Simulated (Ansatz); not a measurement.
# C₃H₆ClIn: up Jacob's ladder to CCSD(T)

Aim: compute C₃H₆ClIn with functionals from several rungs and with coupled cluster. The yardstick is the atomisation energy at the CCSD(T) limit.

Computed with Ansatz 0.2.0, Gaussian basis. Level: functionals in def2-TZVPP, the program's frozen cores in correlated methods.

Plan: LDA (SPW92), PBE-D4, revPBE-D4, BLYP-D4, r2SCAN-D4, B97M-V, PBE0-D4, B3LYP-D4, r2SCANh-D4, r2SCAN0-D4, HSE06-D4, BHLYP-D4, CAM-B3LYP-D4, LC-ωPBE, ωB97X-V, ωB97M-V, B2PLYP, PBE-QIDH; CCSD(T)/def2-SVP; CCSD(T)/def2-TZVPP; MP2/def2-QZVPP; extrapolation to the limit; RPA on PBE.

3 further runs of the same task are left out: 3 for a known fault of the program. Runs told in other sessions of the task aren't counted.

## Step 1: The geometry

An earlier PBE0-D4 in a triple-zeta def2 set relaxation fixed the geometry. In takes the def2 core potential; no spin-orbit term is included.

SMILES `C=[CH][In]([CH3])[Cl]`, 11 atoms, charge 0, spin multiplicity 1.

Atoms are counted from 1 here; the program's logs count them from 0.

Bond lengths: C1–C2 1.330 Å, C1–H6 1.087 Å, C1–H7 1.089 Å, C2–In3 2.118 Å, C2–H8 1.088 Å, In3–C4 2.131 Å, In3–Cl5 2.370 Å, C4–H9 1.091 Å, C4–H10 1.091 Å, C4–H11 1.089 Å. Angles: C2–C1–H6 121.9°, C2–C1–H7 121.8°, H6–C1–H7 116.2°, C1–C2–In3 120.2°, C1–C2–H8 119.0°, In3–C2–H8 120.8°, C2–In3–C4 140.7°, C2–In3–Cl5 107.9°, C4–In3–Cl5 111.4°, In3–C4–H9 108.7°, In3–C4–H10 108.7°, In3–C4–H11 112.0°, H9–C4–H10 108.3°, H9–C4–H11 109.6°, H10–C4–H11 109.6°.

## Step 2: LDA

This LDA is Slater exchange with PW92 correlation.

in.yaml reads:

```yaml
crystal:
  periodic: [false, false, false]
  atoms:
    - {symbol: C, position_ang: [0.039615, 2.498020, 0.604106]}
    - {symbol: C, position_ang: [0.348649, 1.254125, 0.958945]}
    - {symbol: In, position_ang: [-0.121975, -0.367280, -0.320314]}
    - {symbol: C, position_ang: [0.048985, -2.488499, -0.425383]}
    - {symbol: Cl, position_ang: [-1.181480, 0.511650, -2.249131]}
    - {symbol: H, position_ang: [-0.455761, 2.721297, -0.337125]}
    - {symbol: H, position_ang: [0.268976, 3.350679, 1.240757]}
    - {symbol: H, position_ang: [0.844379, 1.085286, 1.912211]}
    - {symbol: H, position_ang: [-0.950192, -2.914593, -0.524810]}
    - {symbol: H, position_ang: [0.622472, -2.748582, -1.315966]}
    - {symbol: H, position_ang: [0.536322, -2.902102, 0.456709]}
basis:
  gaussian: {orbitals: def2-TZVPP}
hamiltonian: {xc: lda}
output: {orbitals: {seedname: orbitals}}
```

Launch:

```bash
$ ansatz run in.yaml --threads 4 --pin off --events-out ev --progress --plain --max-ram 10444MiB
```

The runs that follow: PBE-D4 (GGA); revPBE-D4 (GGA); BLYP-D4 (GGA); r2SCAN-D4 (meta-GGA); B97M-V (meta-GGA); B3LYP-D4 (hybrid); r2SCANh-D4 (hybrid); r2SCAN0-D4 (hybrid); HSE06-D4 (hybrid); BHLYP-D4 (hybrid); CAM-B3LYP-D4 (range-separated); LC-ωPBE (range-separated); ωB97X-V (range-separated); ωB97M-V (range-separated); B2PLYP (double hybrid); PBE-QIDH (double hybrid); CCSD(T) in def2-SVP; CCSD(T) in def2-TZVPP; MP2 in def2-QZVPP; RPA on PBE orbitals.

**Question.** What will the summary of the whole plan be? Wanted: atomisation energy, CCSD(T)/CBS; farthest beyond LDA; mean size of error, GGA; mean size of error, meta-GGA; mean size of error, hybrid; mean size of error, range-separated; mean size of error, double hybrid; gap, smallest and largest; T1 diagnostic.

**Answer**, as computed:

| quantity | value |
| --- | --- |
| atomisation energy, CCSD(T)/CBS | 3982.2 kJ/mol |
| functionals within 39.8 kJ/mol (1.0 %) | r2SCAN-D4, B97M-V, PBE0-D4, B3LYP-D4, r2SCANh-D4, HSE06-D4, CAM-B3LYP-D4, LC-ωPBE, ωB97X-V, ωB97M-V, PBE-QIDH |
| farthest beyond LDA | BHLYP-D4 (-118.9 kJ/mol) |
| mean size of error, GGA | 50.3 kJ/mol |
| mean size of error, meta-GGA | 1.0 kJ/mol |
| mean size of error, hybrid | 38.1 kJ/mol |
| mean size of error, range-separated | 9.4 kJ/mol |
| mean size of error, double hybrid | 38.0 kJ/mol |
| gap, smallest and largest | 4.01 eV (LDA (SPW92)), 10.78 eV (LC-ωPBE) |
| T1 diagnostic | 0.0123 |
| triples share of the correlation energy | 3.9 % |

In words: The LDA atomisation energy is off by 522.4 kJ/mol (13 %): it overbinds. PBE-D4 misses by +56.4 kJ/mol. Double hybrids carry the basis error of their MP2 part in triple zeta, and no dispersion term here, so their miss is partly the set-up's. The rungs meta-GGA, range-separated, double hybrid, hybrid miss on average by less than the doubt on the reference (39.8 kJ/mol), so they tie. Misses under about 39.8 kJ/mol are within the doubt on the reference itself, which lacks core-valence correlation, spin-orbit coupling and higher excitations, and its outer-core shells are covered unevenly. All levels share the lack of spin-orbit coupling, which lowers the free heavy atoms and so the true binding. Hartree-Fock recovers 74 % of the binding; the rest is correlation. CCSD(T) in def2-SVP is off by -203.3 kJ/mol, more than most functionals: a good method in a small basis is no reference. Orbital gaps span 4.0 to 10.8 eV; exact exchange widens them. Correlated methods include outer-core shells of In, which these sets cover unevenly.
